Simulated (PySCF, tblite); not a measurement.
# C₂H₁₁NOSi₄: geometry, infrared bands, NMR shifts, electronic excitations and core binding energies, part 2 of 2

tblite 0.8.0 and PySCF 2.14.0. Atoms count from 0.

## 6. Excited states and response: wB97X-D/def2-SVPD

The job: settings as JSON, then the geometry in Å.

```
{"job": {"kind": "uv", "xc": "wB97X-D", "basis": "def2-SVPD", "ip": true}, "charge": 0, "multiplicity": 1}
C      2.977345    -0.772218    -0.238282
C      1.562087    -0.271487    -0.153084
O      0.616166    -1.009238     0.118411
N      1.320455     1.039267    -0.383757
Si    -0.411563     1.486658    -0.240865
Si    -1.331305     0.634225     1.768203
Si    -2.364521    -1.097176     0.534201
Si    -1.769405    -0.007876    -1.478839
H      3.386380    -0.598993    -1.245360
H      3.617819    -0.240217     0.481485
H      2.992423    -1.845295    -0.017734
H      2.084286     1.664779    -0.611138
H     -0.420445     2.954713    -0.530780
H     -2.334890     1.574327     2.369669
H     -0.343791     0.264888     2.829485
H     -1.779843    -2.455698     0.723706
H     -3.846594    -1.173132     0.748236
H     -1.068668    -0.796027    -2.540059
H     -2.939187     0.688841    -2.110208
```

Level: TDDFT wB97X-D/def2-SVPD, vertical, gas phase, core orbitals frozen in the response.

Log:

```text
coarse grid: 17640 points
cycle   1  E = -1369.9013359722  dE =  7.414e-01  |g| = 8.267e-01  |ddm| = 6.012e+00
cycle   2  E = -1369.7297092468  dE =  1.716e-01  |g| = 1.308e+00  |ddm| = 2.462e+00
cycle   3  E = -1370.0504349149  dE = -3.207e-01  |g| = 1.107e-01  |ddm| = 1.496e+00
cycle   4  E = -1370.0526837727  dE = -2.249e-03  |g| = 6.040e-02  |ddm| = 2.611e-01
cycle   5  E = -1370.0535105234  dE = -8.268e-04  |g| = 9.988e-03  |ddm| = 9.380e-02
cycle   6  E = -1370.0535435926  dE = -3.307e-05  |g| = 3.546e-03  |ddm| = 2.972e-02
cycle   7  E = -1370.0535486004  dE = -5.008e-06  |g| = 7.380e-04  |ddm| = 1.266e-02
final grid: 151416 points
cycle   8  E = -1370.2389025602  dE = -1.097e-04  |g| = 6.725e-03  |ddm| = 1.988e-01
cycle   9  E = -1370.2389052078  dE = -2.648e-06  |g| = 6.491e-03  |ddm| = 2.793e-02
cycle  10  E = -1370.2389136124  dE = -8.405e-06  |g| = 7.329e-04  |ddm| = 8.017e-03
cycle  11  E = -1370.2389137859  dE = -1.735e-07  |g| = 4.461e-04  |ddm| = 2.501e-03
cycle  12  E = -1370.2389138391  dE = -5.328e-08  |g| = 1.781e-04  |ddm| = 9.519e-04
cycle  13  E = -1370.2389138486  dE = -9.443e-09  |g| = 5.874e-05  |ddm| = 3.349e-04
cycle  14  E = -1370.2389138505  dE = -1.904e-09  |g| = 1.311e-05  |ddm| = 1.767e-04
cycle  15  E = -1370.2389138507  dE = -2.019e-10  |g| = 3.520e-06  |ddm| = 7.291e-05
converged SCF energy = -1370.2389138507

Static polarisability (au): isotropic 151.221, principal 139.860 149.244 164.558

Singlet excitations
state   eV       nm        f      main configurations
  1   5.0001    248.0   0.00221   H->L 0.94
  2   5.6779    218.4   0.00678   H-1->L 0.92
  3   5.8156    213.2   0.00056   H-3->L+1 0.45, H-3->L+3 0.40
  4   5.8641    211.4   0.03468   H-2->L 0.56, H->L+1 0.34
  5   5.9259    209.2   0.06282   H->L+1 0.54, H-2->L 0.37
  6   5.9703    207.7   0.03708   H->L+2 0.49, H-1->L+2 0.43
  7   6.1850    200.5   0.15087   H-1->L+2 0.42, H->L+2 0.41
  8   6.4081    193.5   0.01110   H-2->L+1 0.71, H-2->L+3 0.09
  9   6.5449    189.4   0.09930   H-1->L+1 0.58, H->L+3 0.24
 10   6.6027    187.8   0.03427   H->L+3 0.41, H-1->L+1 0.21, H-2->L+2 0.16

Triplet excitations (Tamm-Dancoff, eV): 4.6329 5.1282 5.2542 5.3826
Vertical ionisation energy (delta-SCF) = 8.5865 eV
```

Run time: 5.8 min. Hardware: 1 thread of Arm Neoverse V1, shared host; peak memory 1.3 GiB.

Frontier orbitals and where they lie:

```tsv
orbital	eV	atoms
HOMO−3	-9.92	O2 59 %, C1 8 %, C0 8 %
HOMO−2	-9.39	Si6 24 %, Si4 20 %, Si5 14 %
HOMO−1	-9.13	Si6 23 %, Si7 23 %, Si5 22 %
HOMO	-8.63	Si4 22 %, Si7 19 %, Si5 19 %
LUMO	0.91	Si4 22 %, Si7 18 %, Si5 17 %
LUMO+1	1.32	Si4 15 %, C1 13 %, Si5 11 %
LUMO+2	1.35	Si7 19 %, Si5 19 %, Si6 18 %
```

With each of the 10 states as a Gaussian band of 0.4 eV half-width at 1/e, the curve within the window shown has maxima at 201 nm (ε 12,000) L/(mol cm). Beyond the last state computed it falls off for lack of states. The curve at chosen wavelengths:

(nm, ε (L/mol/cm)): (180, 2953), (184, 5389), (188, 7952), (192, 10099), (196, 11577), (200, 12263), (204, 12031), (209, 10446), (213, 8444), (217, 6243), (221, 4237), (225, 2658), (229, 1559), (233, 872), (237, 482), (241, 279), (245, 179), (249, 130), (253, 102), (258, 77), (262, 61), (266, 46), (270, 33), (274, 23), (278, 15), (282, 10)

Ground-state properties from the same run:

```tsv
property	computed
dipole moment (D)	4.23
polarisability (Å³)	22.41
HOMO–LUMO gap (eV)	9.55
−ε(HOMO) (eV)	8.63
```

## 7. NMR shieldings: wB97X-D/pcSseg-1

Same as in step 6 but for these lines:

```diff
@@ -1,2 +1,2 @@
-{"job": {"kind": "uv", "xc": "wB97X-D", "basis": "def2-SVPD", "ip": true}, "charge": 0, "multiplicity": 1}
+{"job": {"kind": "nmr", "xc": "wB97X-D", "basis": "pcSseg-1", "pop": false}, "charge": 0, "multiplicity": 1}
 C      2.977345    -0.772218    -0.238282
```

Method: GIAO wB97X-D/pcSseg-1 NMR shielding, non-relativistic, gas phase.

Log:

```text
coarse grid: 17640 points
cycle   1  E = -1370.4548156048  dE =  7.935e-01  |g| = 8.608e-01  |ddm| = 3.999e+00
cycle   2  E = -1370.2828127459  dE =  1.720e-01  |g| = 1.340e+00  |ddm| = 1.742e+00
cycle   3  E = -1370.6068558640  dE = -3.240e-01  |g| = 1.202e-01  |ddm| = 1.133e+00
cycle   4  E = -1370.6093622060  dE = -2.506e-03  |g| = 6.213e-02  |ddm| = 1.290e-01
cycle   5  E = -1370.6101724085  dE = -8.102e-04  |g| = 1.037e-02  |ddm| = 5.200e-02
cycle   6  E = -1370.6102031013  dE = -3.069e-05  |g| = 3.383e-03  |ddm| = 1.574e-02
cycle   7  E = -1370.6102075396  dE = -4.438e-06  |g| = 7.454e-04  |ddm| = 6.737e-03
final grid: 151416 points
cycle   8  E = -1370.6737799721  dE = -1.496e-04  |g| = 6.940e-03  |ddm| = 3.761e-02
cycle   9  E = -1370.6737822147  dE = -2.243e-06  |g| = 6.720e-03  |ddm| = 1.108e-02
cycle  10  E = -1370.6737905966  dE = -8.382e-06  |g| = 1.103e-03  |ddm| = 4.351e-03
cycle  11  E = -1370.6737908402  dE = -2.436e-07  |g| = 6.412e-04  |ddm| = 1.454e-03
cycle  12  E = -1370.6737909282  dE = -8.796e-08  |g| = 1.978e-04  |ddm| = 8.343e-04
cycle  13  E = -1370.6737909403  dE = -1.219e-08  |g| = 4.703e-05  |ddm| = 3.536e-04
cycle  14  E = -1370.6737909419  dE = -1.519e-09  |g| = 1.732e-05  |ddm| = 1.628e-04
cycle  15  E = -1370.6737909421  dE = -2.424e-10  |g| = 3.088e-06  |ddm| = 8.093e-05
converged SCF energy = -1370.6737909421

GIAO shielding tensors (ppm)
atom      isotropic    diamagn.    paramagn.     s11        s22        s33       span
  0 C      160.426     249.312     -88.886    138.140    150.626    192.514     54.374
  1 C        2.438     251.611    -249.174    -73.243    -19.167     99.723    172.966
  2 O     -124.208     409.011    -533.219   -425.274   -201.247    253.897    679.172
  3 N      141.041     333.013    -191.972     46.363    151.608    225.153    178.789
  4 Si     375.723     881.748    -506.024    312.961    404.362    409.847     96.885
  5 Si     427.308     881.444    -454.136    366.405    442.756    472.765    106.360
  6 Si     444.347     880.134    -435.787    429.544    437.269    466.229     36.686
  7 Si     427.217     881.448    -454.231    366.190    442.503    472.958    106.768
  8 H       29.370      28.032       1.338     25.832     28.083     34.194      8.362
  9 H       29.382      28.055       1.327     25.824     28.126     34.195      8.371
 10 H       29.323      28.281       1.042     24.864     28.444     34.662      9.798
 11 H       27.013      34.253      -7.239     21.211     27.327     32.502     11.292
 12 H       26.225      30.251      -4.027     23.151     24.646     30.878      7.727
 13 H       27.435      29.837      -2.403     24.210     25.099     32.994      8.785
 14 H       27.316      29.959      -2.643     23.954     25.273     32.721      8.767
 15 H       27.064      29.417      -2.352     23.364     25.392     32.437      9.073
 16 H       27.570      28.902      -1.332     24.325     24.750     33.634      9.309
 17 H       27.309      29.948      -2.639     23.949     25.254     32.725      8.776
 18 H       27.433      29.840      -2.407     24.210     25.100     32.988      8.778
```

It took 56 s on 1 thread of Arm Neoverse V1, shared host; peak memory 1.2 GiB.

Key values: δ C1 182.1, C0 24.1, O2 457.4, N3 122.9, H12 5.16, H11 4.37 ppm.

## 8. Core holes by ΔSCF: SCAN, X2C

Same as in step 7 but for these lines:

```diff
@@ -1,2 +1,2 @@
-{"job": {"kind": "nmr", "xc": "wB97X-D", "basis": "pcSseg-1", "pop": false}, "charge": 0, "multiplicity": 1}
+{"job": {"kind": "xps"}, "charge": 0, "multiplicity": 1}
 C      2.977345    -0.772218    -0.238282
```

With the program's defaults for keys left out, this is: delta-SCF UKS SCAN, pcX-2 on the ionised atom, pcseg-1 elsewhere, spin-free X2C.

Log:

```text
ground state, core basis on atom 0 (C), 214 functions
  cycle   1  E = -1372.84053580  |g| = 7.72e-01
  cycle   2  E = -1371.88955580  |g| = 2.14e+00
  cycle   3  E = -1372.93533385  |g| = 3.71e-01
  cycle   4  E = -1372.96400014  |g| = 1.40e-01
  cycle   5  E = -1372.96775012  |g| = 5.50e-02
  cycle   6  E = -1372.96856072  |g| = 8.56e-03
  cycle   7  E = -1372.96857640  |g| = 1.82e-03
  cycle   8  E = -1372.96857869  |g| = 6.45e-04
  cycle   9  E = -1372.96857871  |g| = 1.59e-04
  E(ground) = -1373.10825799 Eh
hole in C 1s of atom 0
  cycle   1  E = -1361.70254309  |g| = 1.50e+00
  cycle   2  E = -1353.10165037  |g| = 3.67e+00
  cycle   3  E = -1361.99058239  |g| = 6.21e-01
  cycle   4  E = -1362.06143948  |g| = 6.36e-01
  cycle   5  E = -1362.22312188  |g| = 2.98e-01
  cycle   6  E = -1362.26036476  |g| = 9.62e-02
  cycle   7  E = -1362.26467879  |g| = 2.66e-02
  cycle   8  E = -1362.26503134  |g| = 1.12e-02
  cycle   9  E = -1362.26509921  |g| = 2.69e-03
  cycle  10  E = -1362.26510244  |g| = 1.54e-03
  cycle  11  E = -1362.26510488  |g| = 5.44e-04
  cycle  12  E = -1362.26510483  |g| = 2.47e-04
  E(ion) = -1362.40343319 Eh   <S^2> = 0.7671   hole on atom = 1.000   binding energy = 291.293 eV
ground state, core basis on atom 1 (C), 214 functions
  cycle   1  E = -1372.97497143  |g| = 5.87e-02
  cycle   2  E = -1372.97494095  |g| = 2.15e-02
  cycle   3  E = -1372.97496368  |g| = 1.92e-02
  cycle   4  E = -1372.97506156  |g| = 2.53e-03
  cycle   5  E = -1372.97506179  |g| = 7.58e-04
  cycle   6  E = -1372.97506330  |g| = 3.97e-04
  E(ground) = -1373.11430614 Eh
hole in C 1s of atom 1
  cycle   1  E = -1361.61358691  |g| = 1.51e+00
  cycle   2  E = -1359.21750141  |g| = 2.54e+00
  cycle   3  E = -1361.94859580  |g| = 6.04e-01
  cycle   4  E = -1361.76049459  |g| = 7.11e-01
  cycle   5  E = -1362.15741174  |g| = 2.29e-01
  cycle   6  E = -1362.15632515  |g| = 2.60e-01
  cycle   7  E = -1362.18986174  |g| = 3.98e-02
  cycle   8  E = -1362.19069334  |g| = 1.92e-02
  cycle   9  E = -1362.19091936  |g| = 6.75e-03
  cycle  10  E = -1362.19096553  |g| = 4.42e-03
  cycle  11  E = -1362.19098881  |g| = 2.47e-03
  cycle  12  E = -1362.19100536  |g| = 2.51e-03
  cycle  13  E = -1362.19101290  |g| = 6.96e-04
  cycle  14  E = -1362.19101496  |g| = 2.86e-04
  E(ion) = -1362.32840431 Eh   <S^2> = 0.8476   hole on atom = 1.000   binding energy = 293.499 eV
ground state, core basis on atom 2 (O), 214 functions
  cycle   1  E = -1372.99607514  |g| = 9.98e-02
  cycle   2  E = -1372.99401784  |g| = 1.10e-01
  cycle   3  E = -1372.99501847  |g| = 8.39e-02
  cycle   4  E = -1372.99639377  |g| = 8.56e-03
  cycle   5  E = -1372.99641044  |g| = 8.41e-04
  cycle   6  E = -1372.99640960  |g| = 3.91e-04
  E(ground) = -1373.13321293 Eh
hole in O 1s of atom 2
  cycle   1  E = -1352.40613989  |g| = 2.23e+00
  cycle   2  E = -1351.56822339  |g| = 2.35e+00
  cycle   3  E = -1353.05882280  |g| = 6.29e-01
  cycle   4  E = -1353.06667968  |g| = 6.19e-01
  cycle   5  E = -1353.25463270  |g| = 1.07e-01
  cycle   6  E = -1353.25875733  |g| = 5.82e-02
  cycle   7  E = -1353.26079186  |g| = 9.43e-03
  cycle   8  E = -1353.26082460  |g| = 4.99e-03
  cycle   9  E = -1353.26084053  |g| = 1.25e-03
  cycle  10  E = -1353.26084487  |g| = 8.10e-04
  cycle  11  E = -1353.26084327  |g| = 5.47e-04
  cycle  12  E = -1353.26084572  |g| = 2.42e-04
  E(ion) = -1353.39840959 Eh   <S^2> = 0.7657   hole on atom = 1.000   binding energy = 537.011 eV
ground state, core basis on atom 3 (N), 214 functions
  cycle   1  E = -1372.98281077  |g| = 9.31e-02
  cycle   2  E = -1372.97912335  |g| = 1.48e-01
  cycle   3  E = -1372.98295863  |g| = 5.02e-02
  cycle   4  E = -1372.98341664  |g| = 1.80e-02
  cycle   5  E = -1372.98349046  |g| = 1.76e-03
  cycle   6  E = -1372.98349282  |g| = 3.71e-04
  E(ground) = -1373.12104129 Eh
hole in N 1s of atom 3
  cycle   1  E = -1357.36939729  |g| = 1.87e+00
  cycle   2  E = -1353.67992751  |g| = 3.02e+00
  cycle   3  E = -1357.60527322  |g| = 9.10e-01
  cycle   4  E = -1357.77780605  |g| = 8.57e-01
  cycle   5  E = -1358.05759356  |g| = 2.49e-01
  cycle   6  E = -1358.09152396  |g| = 6.36e-02
  cycle   7  E = -1358.09449317  |g| = 1.36e-02
  cycle   8  E = -1358.09461208  |g| = 3.64e-03
  cycle   9  E = -1358.09461918  |g| = 1.63e-03
  cycle  10  E = -1358.09462104  |g| = 4.97e-04
  E(ion) = -1358.22990667 Eh   <S^2> = 0.7660   hole on atom = 1.000   binding energy = 405.208 eV
ground state, core basis on atom 4 (Si), 225 functions
  cycle   1  E = -1373.06415443  |g| = 2.87e-01
  cycle   2  E = -1373.06414517  |g| = 3.79e-02
  cycle   3  E = -1373.06380961  |g| = 4.68e-02
  cycle   4  E = -1373.06421609  |g| = 2.30e-02
  cycle   5  E = -1373.06432182  |g| = 4.45e-03
  cycle   6  E = -1373.06432679  |g| = 5.95e-04
  cycle   7  E = -1373.06432753  |g| = 1.30e-04
  E(ground) = -1373.16248545 Eh
hole in Si 1s of atom 4
  cycle   1  E = -1304.12698887  |g| = 4.35e+00
  cycle   2  E = -1303.08368781  |g| = 2.59e+00
  cycle   3  E = -1302.99804798  |g| = 1.80e+00
  cycle   4  E = -1305.00798407  |g| = 6.81e-01
  cycle   5  E = -1305.07393023  |g| = 5.44e-01
  cycle   6  E = -1305.20683574  |g| = 1.33e-01
  cycle   7  E = -1305.21342381  |g| = 6.04e-02
  cycle   8  E = -1305.21496929  |g| = 1.26e-02
  cycle   9  E = -1305.21504580  |g| = 5.18e-03
  cycle  10  E = -1305.21506311  |g| = 1.27e-03
  cycle  11  E = -1305.21506503  |g| = 4.16e-04
  E(ion) = -1305.32075704 Eh   <S^2> = 0.7527   hole on atom = 1.000   binding energy = 1846.067 eV
hole in Si 2p of atom 4
  cycle   1  E = -1368.78663806  |g| = 1.25e+00
  cycle   2  E = -1367.94588099  |g| = 1.58e+00
  cycle   3  E = -1368.88687768  |g| = 6.65e-01
  cycle   4  E = -1369.08748431  |g| = 3.44e-01
  cycle   5  E = -1369.12323499  |g| = 1.66e-01
  cycle   6  E = -1369.13684109  |g| = 3.40e-02
  cycle   7  E = -1369.13742806  |g| = 8.71e-03
  cycle   8  E = -1369.13746602  |g| = 2.52e-03
  cycle   9  E = -1369.13747072  |g| = 8.94e-04
  cycle  10  E = -1369.13747099  |g| = 4.37e-04
  E(ion) = -1369.24607142 Eh   <S^2> = 0.7519   hole on atom = 1.002   binding energy = 106.571 eV
  2p3/2 = 106.327 eV   2p1/2 = 106.951 eV
ground state, core basis on atom 5 (Si), 225 functions
  cycle   1  E = -1373.06000138  |g| = 2.86e-01
  cycle   2  E = -1373.06004936  |g| = 3.16e-02
  cycle   3  E = -1373.05997328  |g| = 2.75e-02
  cycle   4  E = -1373.06018069  |g| = 8.88e-03
  cycle   5  E = -1373.06019859  |g| = 4.06e-03
  cycle   6  E = -1373.06020400  |g| = 3.73e-04
  E(ground) = -1373.15796076 Eh
hole in Si 1s of atom 5
  cycle   1  E = -1304.14942250  |g| = 4.35e+00
  cycle   2  E = -1303.64624442  |g| = 2.37e+00
  cycle   3  E = -1304.01471087  |g| = 1.23e+00
  cycle   4  E = -1305.07251832  |g| = 5.27e-01
  cycle   5  E = -1305.14923205  |g| = 4.36e-01
  cycle   6  E = -1305.23060830  |g| = 1.29e-01
  cycle   7  E = -1305.23645428  |g| = 6.10e-02
  cycle   8  E = -1305.23842808  |g| = 9.15e-03
  cycle   9  E = -1305.23847625  |g| = 4.20e-03
  cycle  10  E = -1305.23848164  |g| = 1.36e-03
  cycle  11  E = -1305.23848314  |g| = 4.18e-04
  E(ion) = -1305.34396103 Eh   <S^2> = 0.7529   hole on atom = 1.000   binding energy = 1845.313 eV
hole in Si 2p of atom 5
  cycle   1  E = -1368.80798830  |g| = 1.24e+00
  cycle   2  E = -1368.29475445  |g| = 1.34e+00
  cycle   3  E = -1369.04620312  |g| = 3.89e-01
  cycle   4  E = -1369.13994500  |g| = 2.02e-01
  cycle   5  E = -1369.14789128  |g| = 1.57e-01
  cycle   6  E = -1369.15916604  |g| = 3.00e-02
  cycle   7  E = -1369.15958828  |g| = 8.65e-03
  cycle   8  E = -1369.15962040  |g| = 3.34e-03
  cycle   9  E = -1369.15962779  |g| = 7.37e-04
  cycle  10  E = -1369.15962742  |g| = 3.83e-04
  E(ion) = -1369.26895430 Eh   <S^2> = 0.7528   hole on atom = 1.002   binding energy = 105.825 eV
  2p3/2 = 105.624 eV   2p1/2 = 106.247 eV
ground state, core basis on atom 6 (Si), 225 functions
  cycle   1  E = -1373.05994565  |g| = 2.86e-01
  cycle   2  E = -1373.05999979  |g| = 3.06e-02
  cycle   3  E = -1373.05990398  |g| = 2.78e-02
  cycle   4  E = -1373.06007869  |g| = 1.56e-02
  cycle   5  E = -1373.06013242  |g| = 4.38e-03
  cycle   6  E = -1373.06013450  |g| = 3.79e-04
  E(ground) = -1373.15779932 Eh
hole in Si 1s of atom 6
  cycle   1  E = -1304.15194929  |g| = 4.35e+00
  cycle   2  E = -1303.85442939  |g| = 2.29e+00
  cycle   3  E = -1304.39397672  |g| = 1.02e+00
  cycle   4  E = -1305.11334148  |g| = 4.40e-01
  cycle   5  E = -1305.17094867  |g| = 3.99e-01
  cycle   6  E = -1305.23715958  |g| = 8.73e-02
  cycle   7  E = -1305.23914161  |g| = 5.00e-02
  cycle   8  E = -1305.24031596  |g| = 7.96e-03
  cycle   9  E = -1305.24035116  |g| = 2.77e-03
  cycle  10  E = -1305.24035666  |g| = 7.03e-04
  cycle  11  E = -1305.24035672  |g| = 3.91e-04
  E(ion) = -1305.34590014 Eh   <S^2> = 0.7530   hole on atom = 1.000   binding energy = 1845.256 eV
hole in Si 2p of atom 6
  cycle   1  E = -1368.81122156  |g| = 1.24e+00
  cycle   2  E = -1368.40437025  |g| = 1.27e+00
  cycle   3  E = -1369.06775283  |g| = 3.45e-01
  cycle   4  E = -1369.14271913  |g| = 1.90e-01
  cycle   5  E = -1369.15241027  |g| = 1.41e-01
  cycle   6  E = -1369.16099537  |g| = 2.91e-02
  cycle   7  E = -1369.16137919  |g| = 8.80e-03
  cycle   8  E = -1369.16141390  |g| = 2.63e-03
  cycle   9  E = -1369.16141487  |g| = 6.14e-04
  cycle  10  E = -1369.16141758  |g| = 3.14e-04
  E(ion) = -1369.27083708 Eh   <S^2> = 0.7524   hole on atom = 1.002   binding energy = 105.770 eV
  2p3/2 = 105.567 eV   2p1/2 = 106.190 eV
```

Wall time 2.7 min (1 thread of Arm Neoverse V1, shared host); peak memory 0.7 GiB.

The holes in one table. −ε is the ground-state orbital energy:

```tsv
hole	stands for	environment	ΔSCF (eV; 2p as the shell's mean)	−ε (eV)	⟨S²⟩
C1s on C0	C0	methyl carbon α to a carbonyl	291.29	274.2	0.767
C1s on C1	C1	amide carbonyl carbon	293.50	276.8	0.848
O1s on O2	O2	amide-type carbonyl oxygen	537.01	516.3	0.766
N1s on N3	N3	amide-type nitrogen	405.21	386.7	0.766
Si1s on Si4	Si4	silicon bonded to N, 2 Si, H, in a 4-membered ring	1846.07	1793.7	0.753
Si2p on Si4	Si4	silicon bonded to N, 2 Si, H, in a 4-membered ring	106.53	96.4	0.752
Si1s on Si5	Si5, Si7	silicon bonded to 2 Si, 2 H, in a 4-membered ring	1845.31	1793.0	0.753
Si2p on Si5	Si5, Si7	silicon bonded to 2 Si, 2 H, in a 4-membered ring	105.83	95.8	0.753
Si1s on Si6	Si6	silicon bonded to 2 Si, 2 H, in a 4-membered ring	1845.26	1792.9	0.753
Si2p on Si6	Si6	silicon bonded to 2 Si, 2 H, in a 4-membered ring	105.77	95.7	0.752
```

Each hole run stands for the others of its class of like atoms.

With the spin-orbit splitting: Si4 2p3/2 106.33, 2p1/2 106.95 eV; Si5 2p3/2 105.62, 2p1/2 106.25 eV; Si6 2p3/2 105.57, 2p1/2 106.19 eV. The table gives each 2p level as the mean over the whole 2p shell (two parts 2p3/2, one part 2p1/2), which differs a little from the single hole in the log.

## 9. Side by side: NMR shifts

Shifts (ppm) of some atoms, chosen among heavy atoms and hydrogens apart, means over like atoms, with basis size and wall time:

```tsv
run	C1	C0	H12	H14	O2	N3	Si5	functions	time
PBE0/pcSseg-1	179.9	23.2	5.27	4.19	467.4	126.6	-73.0	219	41 s
wB97X-D/pcSseg-1	182.1	24.1	5.16	4.07	457.4	122.9	-74.3	219	56 s
```

## 10. Results

What follows sums up all 2 parts.

| quantity | value |
| --- | --- |
| strongest single infrared mode (GFN2-xTB) | 2108 cm⁻¹, 864 km/mol |
| zero-point energy (GFN2-xTB) | 74.6 kcal/mol |
| point group | Cs |
| rotational constants (main isotopes) | 1.43, 0.75, 0.73 GHz |
| ¹³C shifts against TMS (PBE0/pcSseg-1) | 179.9, 23.2 ppm |
| ¹H shifts against TMS (PBE0/pcSseg-1, means over atoms taken as alike) | 5.27, 4.45, 4.39, 4.19, 4.06, 3.89, 2.03 ppm |
| ¹⁷O shifts against H2O (PBE0/pcSseg-1) | 467.4 ppm |
| ¹⁵N shifts against NH3 (PBE0/pcSseg-1) | 126.6 ppm |
| ²⁹Si shifts against TMS (PBE0/pcSseg-1, means over atoms taken as alike) | -22.6, -73.0, -90.8 ppm |
| lowest singlet (wB97X-D/def2-SVPD) | 5.00 eV (248 nm), f = 0.002 |
| brightest single state of those computed | state 7, 6.18 eV, f = 0.151 |
| lowest triplet | 4.63 eV |
| vertical ionisation energy (ΔSCF) | 8.59 eV |
| Si1s binding energies, SCAN/pcX-2 | Si4 1846.07, Si5 1845.31, Si6 1845.26 eV |
| Si2p binding energies, SCAN/pcX-2 | Si4 106.53, Si5 105.83, Si6 105.77 eV |
| C1s binding energies, SCAN/pcX-2 | C1 293.50, C0 291.29 eV |
| O1s binding energies, SCAN/pcX-2 | O2 537.01 eV |
| N1s binding energies, SCAN/pcX-2 | N3 405.21 eV |
| range of the shift of O2 | 457.4 to 467.4 ppm |

In words: Relaxing lowered the energy by 1.698 eV in 221 steps; the close pair that moved most is Si4–Si5, from 2.228 to 2.364 Å (GFN2-xTB). No mode is imaginary among the 51: a minimum at this level. The strongest single mode, at 2108 cm⁻¹, is spread over several atoms, H16, H18, H13 among them. GFN2-xTB is a fitted tight-binding method: band positions and strengths are rough. Its intensities can rank the bands wrongly. At PBE0/pcSseg-1: The largest span, 680 ppm, is at O2, where the paramagnetic term is -540 ppm. The first singlet state (HOMO→LUMO 0.94) lies at 5.00 eV and is weak; of the 10 states computed, the strongest absorption comes from state 7 at 6.18 eV. The lowest triplet lies 0.37 eV below the lowest singlet (triplets in Tamm-Dancoff, singlets in full TDDFT). ΔSCF puts the ionisation energy at 8.59 eV, 0.05 eV below −ε(HOMO). Si4 (silicon bonded to N, 2 Si, H, in a 4-membered ring) binds its Si1s electron 0.81 eV more tightly than Si6 (silicon bonded to 2 Si, 2 H, in a 4-membered ring). Si4 (silicon bonded to N, 2 Si, H, in a 4-membered ring) binds its Si2p electron 0.76 eV more tightly than Si6 (silicon bonded to 2 Si, 2 H, in a 4-membered ring). The C1s levels kept as sound span 2.21 eV, from C0 (methyl carbon α to a carbonyl) up to C1 (amide carbonyl carbon). In ppm, O2 moves most: its shift spreads over 10.0 ppm, from 457.4 (wB97X-D/pcSseg-1) to 467.4 (PBE0/pcSseg-1).
